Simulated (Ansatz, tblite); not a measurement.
**(CuOH)2 ring (Cu₂H₂O₂): rung by rung**

The task here is to estimate one member of a computed series from the others.

The runs use Ansatz 0.2.0, Gaussian basis; as each input shows.

Plan: GFN1-xTB, GFN2-xTB, PBE-D4/def2-TZVP, r2SCAN-D4/def2-TZVP, CAM-B3LYP-D4/def2-TZVP, PBE-QIDH/def2-TZVP, BHLYP-D4/def2-TZVP, ωB97X-V/def2-TZVP, HF/def2-TZVP, LC-ωPBE/def2-TZVP, r2SCANh-D4/def2-TZVP, PBE-D4/def2-SVP, PBE0-D4/def2-SVP, HF/STO-3G, HF/6-31G, B3LYP-D4/6-31G, PBE0-D4/def2-TZVPD, PBE-D4/def2-TZVPD, r2SCAN-D4/def2-TZVPD, CCSD(T)/def2-TZVPP, MP2/def2-TZVP, RPA/def2-TZVP.

### The structure

The geometry is that of the singlet, from an earlier relaxation (PBE-D4/def2-SVP).

6 atoms, charge 0, spin multiplicity 1.

Bond lengths: Cu1–O2 1.985 Å, Cu1–O4 1.985 Å, O2–Cu3 1.985 Å, O2–H5 0.977 Å, Cu3–O4 1.985 Å, O4–H6 0.977 Å. Angles: O2–Cu1–O4 110.6°, Cu1–O2–Cu3 69.4°, Cu1–O2–H5 113.0°, Cu3–O2–H5 113.0°, O2–Cu3–O4 110.6°, Cu1–O4–Cu3 69.4°, Cu1–O4–H6 113.1°, Cu3–O4–H6 113.1°.

As a file:

```mol
Cu2H2O2
  3D, bonds by distance, orders not assigned

  6  6  0  0  0  0  0  0  0  0999 V2000
    0.8794   -0.1433    0.6954 Cu  0  0
   -0.1488    1.5444    0.5060 O   0  0
   -0.8805    0.1424   -0.6940 Cu  0  0
    0.1493   -1.5444   -0.5067 O   0  0
   -0.7243    1.7295    1.2732 H   0  0
    0.7250   -1.7286   -1.2739 H   0  0
  1  2  8  0
  1  4  8  0
  2  3  8  0
  2  5  8  0
  3  4  8  0
  4  6  8  0
M  END
```

No spin-orbit coupling is included.

PBE0-D4/def2-TZVP was run before; its log isn't repeated, and its numbers join the tables.

The first run:

Tight binding, by tblite at 300 K electronic temperature and without a spin-polarisation term:

```python
tblite.interface.Calculator('GFN1-xTB', numbers, positions, charge=0, uhf=0).singlepoint()
```

Tight binding, by tblite at 300 K electronic temperature and without a spin-polarisation term:

```python
tblite.interface.Calculator('GFN2-xTB', numbers, positions, charge=0, uhf=0).singlepoint()
```

start.molden holds the orbitals of an earlier run on this state, given as this run's starting guess.

in.yaml reads:

```yaml
crystal:
  periodic: [false, false, false]
  atoms:
    - {symbol: Cu, position_ang: [0.879372, -0.143295, 0.695393]}
    - {symbol: O, position_ang: [-0.148784, 1.544429, 0.506024]}
    - {symbol: Cu, position_ang: [-0.880547, 0.142406, -0.693998]}
    - {symbol: O, position_ang: [0.149296, -1.544407, -0.506690]}
    - {symbol: H, position_ang: [-0.724283, 1.729467, 1.273196]}
    - {symbol: H, position_ang: [0.724955, -1.728610, -1.273924]}
basis:
  gaussian: {orbitals: def2-TZVP, initial_orbitals: start.molden}
hamiltonian: {xc: pbe, dispersion: d4}
scf: {omitted_lower_state_checks: [starts]}
output: {orbitals: {seedname: orbitals}}
```

Run with:

```console
> ansatz run in.yaml --threads 2 --pin off --events-out ev --progress --plain --max-ram 4352MiB
```

Among the steps run: PBE-D4/def2-TZVP; r2SCAN-D4/def2-TZVP; CAM-B3LYP-D4/def2-TZVP; PBE-QIDH/def2-TZVP; BHLYP-D4/def2-TZVP; ωB97X-V/def2-TZVP; HF/def2-TZVP; LC-ωPBE/def2-TZVP; r2SCANh-D4/def2-TZVP; PBE-D4/def2-SVP; PBE0-D4/def2-SVP; HF/STO-3G; HF/6-31G; B3LYP-D4/6-31G; PBE0-D4/def2-TZVPD; PBE-D4/def2-TZVPD; r2SCAN-D4/def2-TZVPD; CCSD(T)/def2-TZVPP; MP2/def2-TZVP; RPA/def2-TZVP.

One table of the session follows, with a row left open; its other results are not shown here.

```
                 level  HOMO (eV)  gap (eV)
             HF/STO-3G      -4.90      6.49
              HF/6-31G      -9.06     10.28
          HF/def2-TZVP          ?         ?
       PBE-D4/def2-SVP      -3.64      1.29
      PBE-D4/def2-TZVP      -4.36      1.54
     PBE-D4/def2-TZVPD      -4.45      1.54
   r2SCAN-D4/def2-TZVP      -4.39      1.88
  r2SCAN-D4/def2-TZVPD      -4.45      1.88
  r2SCANh-D4/def2-TZVP      -5.04      2.92
        B3LYP-D4/6-31G      -4.73      2.72
      PBE0-D4/def2-SVP      -5.30      3.96
     PBE0-D4/def2-TZVP      -5.94      4.18
    PBE0-D4/def2-TZVPD      -6.00      4.15
    BHLYP-D4/def2-TZVP      -7.60      6.63
CAM-B3LYP-D4/def2-TZVP      -7.51      6.57
     LC-ωPBE/def2-TZVP      -8.66      8.99
     ωB97X-V/def2-TZVP      -8.42      8.58
```

Estimate the missing values for HF/def2-TZVP.

**Answer.** HOMO (eV): -10.16; gap (eV): 11.16. In the column «HOMO (eV)» it is the lowest.
